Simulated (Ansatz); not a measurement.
Run this with Ansatz's Python interface and show what comes out.

`defect_hfsc.py`:
```python
"""A vacancy in a supercell of HfSc, against the perfect cell."""

import warnings

import ansatz as az
from ase import Atoms
import numpy as np

K_DENSITY = 1.8


def main() -> None:
    warnings.simplefilter("ignore", az.DeckWarning)

    atoms = Atoms(
        ["Hf", "Sc"],
        scaled_positions=[
            [2 / 3, 1 / 3, 0.5],
            [1 / 3, 2 / 3, 0.0],
        ],
        cell=[
            [3.24012, 0.0, 0.0],
            [-1.62006, 2.806027, 0.0],
            [0.0, 0.0, 5.104129],
        ],
        pbc=True,
    )
    structure = az.Crystal.from_ase(atoms)
    host = structure.supercell(2)
    defective = host.vacancy("Hf", at=[2 / 3, 1 / 3, 0.5])

    def prepare(structure):
        return (
            structure.calculation()
            .pseudopotentials("paw")
            .occupations(az.OccupationsMethod.COLD, width=150 * az.meV)
            .functional(az.Functional.LDA)
            .kpoints(density=K_DENSITY)  # the mesh must be finer for metals
            .band_table()
        )


    perfect = prepare(host).run(threads=1, backend="cpu").report
    setup = prepare(defective).forces()
    out = setup.run(threads=1, backend="cpu")
    rep = out.report

    n_host, n_defect = len(perfect["lattice"]["sites"]), len(rep["lattice"]["sites"])
    print(f"perfect cell: {n_host} atoms, F = {perfect['free_energy_ev']:.4f} eV")
    print(f"defect cell:  {n_defect} atoms, F = {rep['free_energy_ev']:.4f} eV")
    # chemical potentials are still to be added to this difference
    print(f"difference {rep['free_energy_ev'] - perfect['free_energy_ev']:.4f} eV (no chemical potentials)")

    pull = np.linalg.norm(rep["forces_ev_ang"], axis=1)
    for atom in np.argsort(-pull)[:5]:
        print(f"force on {out.lattice.sites[atom].symbol}{atom}: {pull[atom]:.3f} eV/A")

    for label, run in (("perfect", perfect), ("defect", rep)):
        levels, filled = np.array(run["eigenvalues_ev"][0]), np.array(run["occupations"][0])
        top = int(np.argmin(np.abs(levels - run["fermi_energy_ev"])))
        window = slice(max(top - 3, 0), top + 4)
        print(label, "levels near E_F at the first k-point:", ", ".join(f"{e - run['fermi_energy_ev']:.2f} ({f:.2f})" for e, f in zip(levels[window], filled[window])))


if __name__ == "__main__":
    main()
```

```console
$ python defect_hfsc.py
perfect cell: 16 atoms, F = -140526.2254 eV
defect cell:  15 atoms, F = -125046.6079 eV
difference 15479.6174 eV (no chemical potentials)
force on Hf7: 0.465 eV/A
force on Hf11: 0.465 eV/A
force on Hf3: 0.465 eV/A
force on Sc2: 0.099 eV/A
force on Sc0: 0.099 eV/A
perfect levels near E_F at the first k-point: -0.35 (2.03), -0.05 (1.32), -0.05 (1.32), -0.05 (1.32), 0.43 (0.00), 0.86 (0.00), 0.98 (0.00)
defect levels near E_F at the first k-point: -0.07 (1.52), -0.04 (1.23), -0.02 (0.94), -0.02 (0.94), 0.85 (0.00), 0.87 (0.00), 1.01 (0.00)
```

Caveats:
- Absolute energies stand on the zero of these potentials, so only differences at equal settings mean something. A total without «per atom» is that of the whole cell that was run.
- The computed bands are complete only to about 1.8 eV above the Fermi level.
- The mesh is modest for a metal, so energies can be off by several to tens of meV an atom and pressures by half a GPa or more; differences at equal mesh fare better.
- The atoms stand at ideal sites; relaxing them can change energy and levels by an eV or more.
- The difference holds no chemical potentials.
- Errors of mesh and smearing per atom add up over the supercell, so the energy can be off by tenths of an eV.
- Each cell's levels count from its own Fermi level and aren't aligned; one k-point can hide that the defect cell is metallic.
- The structure comes from a database of computed cells and needn't be a stable or known phase.
- Gaps and levels are Kohn-Sham values on a finite set of k-points, without spin-orbit coupling.
- The supercell is small, so the defect meets its images and the energies aren't those of an isolated defect; a partly filled defect level may also lower its energy by spin or distortion. For a charged cell the difference holds no correction, alignment or term for the electrons' reservoir.
- Timing: 61 s on 1 thread of Arm Neoverse V2, on a shared host, peak memory 0.86 GiB.
